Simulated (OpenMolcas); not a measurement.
# Ru⁴⁺ in Cs2GeF6: CASSCF and CASPT2 levels and susceptibility

Aim: the ligand-field states of Ru⁴⁺ in this surrounding, its lowest levels with spin-orbit coupling and its magnetic susceptibility.

Program: OpenMolcas 26.06. Level of theory: state-averaged CASSCF and CASPT2, spin-orbit coupling by RASSI with atomic mean-field integrals. These are calculated values, not measurements, unless marked.

**1. The atom as given**

```
Species                           : Ru⁴⁺ (ruthenium, Z = 44, 40 electrons)
Basis                             : ANO-RCC-VDZP [6s5p3d1f], 127 functions with the ligands
Scalar Hamiltonian                : DKH2, point nucleus
Inactive shells                   : 1s 2s 2p 3s 3p 3d 4s 4p of the metal, and all ligand shells
Active space                      : 4 electrons in 5 orbitals (4d)
Some configurations of this space : 4d4
Orbitals                          : optimised for each spin and parity, averaged over all roots
```

Outer shells as boxes (Hund's rule):

4d4
```
4d [↑ ][↑ ][↑ ][↑ ][  ]
```

Ru⁴⁺ is taken with its 6 nearest fluoride ions at 1.844 Å, on the cation site of Cs2GeF6 (a = 9.021 Å). The rest of the host is ab initio model potentials to 7.6 Å and point charges beyond; the distance is set by hand, nothing relaxes, and no local charge compensation is placed. Ligand basis ANO-RCC-VDZP.

```xyz
15

Ru    0.0000    0.0000    0.0000
F     1.8440    0.0000    0.0000
F     0.0000    1.8440    0.0000
F    -1.8440    0.0000    0.0000
F     0.0000   -1.8440    0.0000
F     0.0000    0.0000    1.8440
F     0.0000    0.0000   -1.8440
Cs    2.2553   -2.2553   -2.2553
Cs   -2.2553    2.2553    2.2553
Cs    2.2553   -2.2553    2.2553
Cs   -2.2553    2.2553   -2.2553
Cs    2.2553    2.2553   -2.2553
Cs   -2.2553   -2.2553    2.2553
Cs    2.2553    2.2553    2.2553
Cs   -2.2553   -2.2553   -2.2553
```

Each step is its own input file, run in one work folder so that later steps find the files of earlier ones. Labels, J, g values, rates, χT and fits are worked out afterwards by a script from the matrices that RASSI stores.

**2. GATEWAY and SEWARD: basis and integrals**

a.inp reads:

```
&GATEWAY
Basis set
Ru.ANO-RCC-VDZP.
Ru1 0.0 0.0 0.0 Angstrom
End of basis
Basis set
F.ANO-RCC-VDZP.
L1 1.844000 0.000000 0.000000 Angstrom
L2 0.000000 1.844000 0.000000 Angstrom
L3 0.000000 0.000000 1.844000 Angstrom
End of basis
Basis set
Cs.EMB-AIMP.Seijo.0s.0s.ECP.Cs2GeF6.
PseudoCharge
* 16 symmetry-unique lattice sites within 7.6 angstrom
End of basis
Basis set
F.EMB-AIMP.Seijo.0s.0s.ECP.Cs2GeF6.
PseudoCharge
* 27 symmetry-unique lattice sites within 7.6 angstrom
End of basis
Basis set
Ge.EMB-AIMP.Seijo.0s.0s.ECP.Cs2GeF6.
PseudoCharge
* 6 symmetry-unique lattice sites within 7.6 angstrom
End of basis
Symmetry
XYZ
AngMom=0.0 0.0 0.0
AMFI
RICD
XField
1358 Angstrom 0
* Evjen-weighted lattice charges
&SEWARD
```

The run is started by

```
> OMP_NUM_THREADS=1 MOLCAS_MEM=2457 MOLCAS_PROJECT=a pymolcas a.inp > a.log
```

**3. CASSCF: quintets, 5 roots**

a.inp reads:

```
&RASSCF
FileOrb=start.orb
Symmetry=1
Spin=5
nActEl=4 0 0
Inactive=24 24
Ras2=5 0
CIRoot=5 5 1
SDav=5
CIMx=300
Iter=150 100
PrWF=0.3
OrbListing=Nothing
MaxOrb=0
LevShft=1.0
>>> COPY $Project.JobIph JOB001
```

start.orb holds start orbitals that the driver prepared beforehand, or those of the step before.

**4. CASSCF: triplets, 45 roots**

a.inp reads:

```
&RASSCF
FileOrb=start.orb
Symmetry=1
Spin=3
nActEl=4 0 0
Inactive=24 24
Ras2=5 0
CIRoot=45 45 1
SDav=45
CIMx=300
Iter=150 100
PrWF=0.3
OrbListing=Nothing
MaxOrb=0
LevShft=1.0
>>> COPY $Project.JobIph JOB002
```

**5. CASSCF: singlets, 50 roots**

a.inp reads:

```
&RASSCF
FileOrb=start.orb
Symmetry=1
Spin=1
nActEl=4 0 0
Inactive=24 24
Ras2=5 0
CIRoot=50 50 1
SDav=50
CIMx=300
Iter=150 100
PrWF=0.3
OrbListing=Nothing
MaxOrb=0
LevShft=1.0
>>> COPY $Project.JobIph JOB003
```

**6. RASSI: spin-orbit coupling between the states**

a.inp reads:

```
&RASSI
NrOfJobIphs=3 5 45 50
1 2 3 4 5
1 2 3 4 5 6 7 8 9 10 11 12 13 14 15 16 17 18 19 20 21 22 23 24 25 26 27
28 29 30 31 32 33 34 35 36 37 38 39 40 41 42 43 44 45
1 2 3 4 5 6 7 8 9 10 11 12 13 14 15 16 17 18 19 20 21 22 23 24 25 26 27
28 29 30 31 32 33 34 35 36 37 38 39 40 41 42 43 44 45 46 47 48 49 50
IphNames
JOB001
JOB002
JOB003
EJob
SpinOrbit
DIPRint=1.0
SOCoupling=1000.0
Subsets=2
Property=9
'ANGMOM' 1 'ANGMOM' 2 'ANGMOM' 3 'MLTPL  1' 1 'MLTPL  1' 2 'MLTPL  1' 3
'AMFI' 1 'AMFI' 2 'AMFI' 3
SOProperty=3
'ANGMOM' 1 'ANGMOM' 2 'ANGMOM' 3
```

**7. CASPT2: IPEA 0.25, imaginary shift 0.1 (closed shells correlated: 4s 4p of the metal, with ligand shells; the Frozen line counts the rest)**

a.inp reads:

```
>>> COPY JOB001 $Project.JobIph
&CASPT2
Multistate=5 1 2 3 4 5
NoMult
Frozen=11 9
IPEA=0.25
Imaginary=0.1
MaxIter=60
WThr=0.0 0.3 0.05
PrWF=0.5
NoMix
>>> COPY JOB002 $Project.JobIph
&CASPT2
Multistate=45 1 2 3 4 5 6 7 8 9 10 11 12 13 14 15 16 17 18 19 20 21 22
23 24 25 26 27 28 29 30 31 32 33 34 35 36 37 38 39 40 41 42 43 44 45
NoMult
Frozen=11 9
IPEA=0.25
Imaginary=0.1
MaxIter=60
WThr=0.0 0.3 0.05
PrWF=0.5
NoMix
>>> COPY JOB003 $Project.JobIph
&CASPT2
Multistate=50 1 2 3 4 5 6 7 8 9 10 11 12 13 14 15 16 17 18 19 20 21 22
23 24 25 26 27 28 29 30 31 32 33 34 35 36 37 38 39 40 41 42 43 44 45 46
47 48 49 50
NoMult
Frozen=11 9
IPEA=0.25
Imaginary=0.1
MaxIter=60
WThr=0.0 0.3 0.05
PrWF=0.5
NoMix
```

(Steps that only read results are left out.)

**Question.** What will these runs give? Wanted: spin-free ground state; first state of the same spin within the active space; lowest level; next level.

As calculated:

| quantity | value |
| --- | --- |
| method | SS-CASPT2, IPEA 0.25, imaginary shift 0.1 (closed shells correlated: 4s 4p of the metal, with ligand shells; the Frozen line counts the rest) |
| spin-free ground state | triplet, 3-fold in its orbital part |
| first state of the same spin within the active space | 3E at 32500 cm⁻¹ |
| lowest level | 1-fold |
| next level | 789.4 cm⁻¹ |
| χT at 300 K | 1.00 cm³ K/mol |
| effective moment at 300 K | 2.83 μB |

Cost by method:

```
                                              method  time of its own steps  time with the reference
                                           A. CASSCF                   37 s                     37 s
B. SS-CASPT2, IPEA 0.25, imaginary shift 0.1, +4s 4p                3.2 min                  3.8 min
```

Times are of one thread on a shared host.

What this shows: The spin-free ground state (triplet) is 3-fold and has less than the highest spin computed. χT at 300 K is 1.00, against 1.00 cm³ K/mol for the spin alone; near agreement at one temperature doesn't show that the orbital moment is quenched. CASPT2 does not keep the components of a term degenerate, and the means are used. With metal d orbitals alone active, the gaps between spin states are rough; where two lie within a few thousand cm-1, their order is open. The bonds are covalent and no ligand orbital is active, so the numbers are rough.
